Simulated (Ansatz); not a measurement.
**Pb: response to strain**

Pb is deformed so: zz strain of +1 %. What stress and forces result, by LAPW, PAW and all-electron datasets made for the crystal?

Program: Ansatz 0.2.0. Level of theory: DFT PBEsol, scalar-relativistic. These are calculated values, not measurements.

### 1 Starting point

The structure is hexagonal, space group P6_3/mmc (No. 194). Conventional cell: a = 3.480 Å, b = 3.480 Å, c = 5.590 Å, α = 90.00°, β = 90.00°, γ = 120.00°. Pb (site symmetry -6m2) has 12 Pb at 3.44 to 3.48 Å as nearest neighbours.

As a file:

```xyz
2
Lattice="3.4800 0.0000 0.0000 -1.7400 3.0138 0.0000 0.0000 0.0000 5.5900" Properties=species:S:1:pos:R:3 pbc="T T T"
Pb    0.0000    2.0092    1.3975
Pb    1.7400    1.0046    4.1925
```

Atoms are numbered in the order of the input: Pb1, Pb2.

### 2 After the deformation

Space group P6_3/mmc before, P6_3/mmc after.

### 3 All-electron LAPW

input.yaml reads:

```yaml
crystal:
  lattice:
    - [3.4800006906, 0.0, 0.0]
    - [-1.7400003453, 3.0137690032, 0.0]
    - [0.0, 0.0, 5.6459]
  atoms:
    - { symbol: Pb, position: [0.3333333333, 0.6666666667, 0.25] }
    - { symbol: Pb, position: [0.6666666667, 0.3333333333, 0.75] }
kpoints:
  mp_grid: { grid: [12, 12, 7] }
  band_path:
    path:
      - [0.0, 0.0, 0.0]
      - [0.5, 0.0, 0.0]
      - [0.3333333333, 0.3333333333, 0.0]
      - [0.0, 0.0, 0.0]
      - [0.0, 0.0, 0.5]
      - [0.5, 0.0, 0.5]
      - [0.3333333333, 0.3333333333, 0.5]
      - [0.0, 0.0, 0.5]
      - [0.5, 0.0, 0.5]
    npoints: 5
scf:
  occupations: { method: fermi_dirac, width: 0.05 }
hamiltonian:
  xc: pbesol
  pseudopotentials: { kind: all_electron, lapw: { basis_error: 0.0005 } }
output:
  forces: true
  stress: true
  eigenvalues: true
```

On the command line:

```bash
ansatz run input.yaml --threads 1 --pin off --max-ram 3072MiB --backend cpu --events-out ev --progress --plain --runs-dir out
```

### 4 PAW on the default files

input.yaml reads:

```yaml
crystal:
  lattice:
    - [3.4800006906, 0.0, 0.0]
    - [-1.7400003453, 3.0137690032, 0.0]
    - [0.0, 0.0, 5.6459]
  atoms:
    - { symbol: Pb, position: [0.3333333333, 0.6666666667, 0.25] }
    - { symbol: Pb, position: [0.6666666667, 0.3333333333, 0.75] }
kpoints:
  mp_grid: { grid: [12, 12, 7] }
scf:
  occupations: { method: fermi_dirac, width: 0.05 }
hamiltonian:
  xc: pbesol
  pseudopotentials: { kind: paw }
output:
  forces: true
  stress: true
  eigenvalues: true
  efg: { contact_densities: true }
```

### 5 All-electron PAW on datasets made for the crystal

Changes to input.yaml since step 4:

```diff
@@ -14,3 +14,3 @@
   xc: pbesol
-  pseudopotentials: { kind: paw }
+  pseudopotentials: { kind: all_electron, datasets: crystal }
 output:
```

(Steps that only read results are left out.)

Q: Predict the outcome of this session. Wanted: pressure; largest shear or deviatoric stress.

The runs gave:

| quantity | value |
| --- | --- |
| pressure | LAPW 0.50, PAW 0.50, crystal datasets 0.50 GPa |
| largest shear or deviatoric stress (LAPW) | 0.30 GPa |

The largest part of the stress beyond the pressure is 0.30 GPa in size, in the zz component; the atoms are carried along and not relaxed. No run of the undeformed cell stands beside it, so the pressure holds what the given cell had before the change. PAW: stress within 0.01 GPa of LAPW. Crystal datasets: stress within 0.01 GPa of LAPW. Spin-orbit coupling is left out, though the cell holds Pb; in elements this heavy it can shift bands and gaps by tenths of an eV.
